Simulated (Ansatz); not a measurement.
Write a Python script for Ansatz 0.2.0, Python API that makes a single point from an input written key by key of C3H4O4, SMILES O=C(O)CC(=O)O. Level of theory: PBE0, def2-SVP basis, multiplicity 1.

The script reads `input.yaml`:
```yaml
crystal:
  periodic: [false, false, false]
  atoms:
    - { symbol: O, position_ang: [1.6201, -1.3053, 0.2035] }
    - { symbol: C, position_ang: [0.4911, -0.9586, 0.674] }
    - { symbol: O, position_ang: [-0.0859, -1.7212, 1.6272] }
    - { symbol: C, position_ang: [-0.2395, 0.2774, 0.3899] }
    - { symbol: C, position_ang: [-0.2383, 0.6955, -1.0495] }
    - { symbol: O, position_ang: [-0.1817, 0.0103, -2.0234] }
    - { symbol: O, position_ang: [-0.3079, 2.0449, -1.1605] }
    - { symbol: H, position_ang: [0.6182, -2.4488, 1.7347] }
    - { symbol: H, position_ang: [0.0625, 1.0783, 1.0908] }
    - { symbol: H, position_ang: [-1.3656, 0.0819, 0.647] }
    - { symbol: H, position_ang: [-0.3076, 2.1886, -2.1131] }
basis:
  gaussian: { orbitals: def2-SVP }
hamiltonian:
  xc: pbe0
output:
  forces: true
```

`deck_c3h4o4.py`
```python
"""C3H4O4 through the session interface."""

import logging
import sys

import ansatz as az
import numpy as np

logging.basicConfig(stream=sys.stdout, format="%(levelname)s:%(name)s:%(message)s")
logger = logging.getLogger("run")
logger.setLevel(logging.INFO)

session = az.Session.from_deck("input.yaml")
rep = session.plan(threads=1).execute().report

logger.info(f"E = {rep['free_energy_ev']:.6f} eV = {rep['free_energy_ev'] / 27.211386246:.7f} Ha")
print("converged:", rep["converged"], " doubts:", rep["published_state_doubts"] or "none")
symbols = ["O", "C", "O", "C", "C", "O", "O", "H", "H", "H", "H"]
state = rep["mean_field"]["state"]
logger.info(f"mean field: {state['energy']['hartree']:.7f} Ha, <S^2> = {abs(state['spin_squared']):.4f}, stability: {state.get('stability', {}).get('kind')}")

forces = np.array(rep["forces_ev_ang"])
print("largest force", round(float(np.linalg.norm(forces, axis=1).max()), 4), "eV/A, rms", round(float(np.sqrt((forces ** 2).mean())), 4))
charges = rep["charge_distribution"]
print("dipole moment", round(4.803205 * float(np.linalg.norm(charges["dipole_moment_e_ang"])), 3), "D")
print("Mulliken:", [(s, round(q, 3)) for s, q in zip(symbols, charges["mulliken_charges_e"])])
```

```console
$ python deck_c3h4o4.py
INFO:run:E = -11343.952287 eV = -416.8825574 Ha
converged: True  doubts: none
INFO:run:mean field: -416.8825574 Ha, <S^2> = 0.0000, stability: minimum
largest force 5.5348 eV/A, rms 1.5407
dipole moment 2.773 D
Mulliken: [('O', -0.299), ('C', 0.203), ('O', -0.22), ('C', -0.089), ('C', 0.17), ('O', -0.208), ('O', -0.208), ('H', 0.222), ('H', 0.119), ('H', 0.125), ('H', 0.187)]
```

Total energies depend on the basis set; only differences at equal settings carry meaning. The geometry is a force-field or estimated start, not a minimum of this method, and the basis set is short of its limit. Hardware and time: 6.9 s on 1 thread of Arm Neoverse V1, with other jobs on the host, peak memory 0.3 GiB.
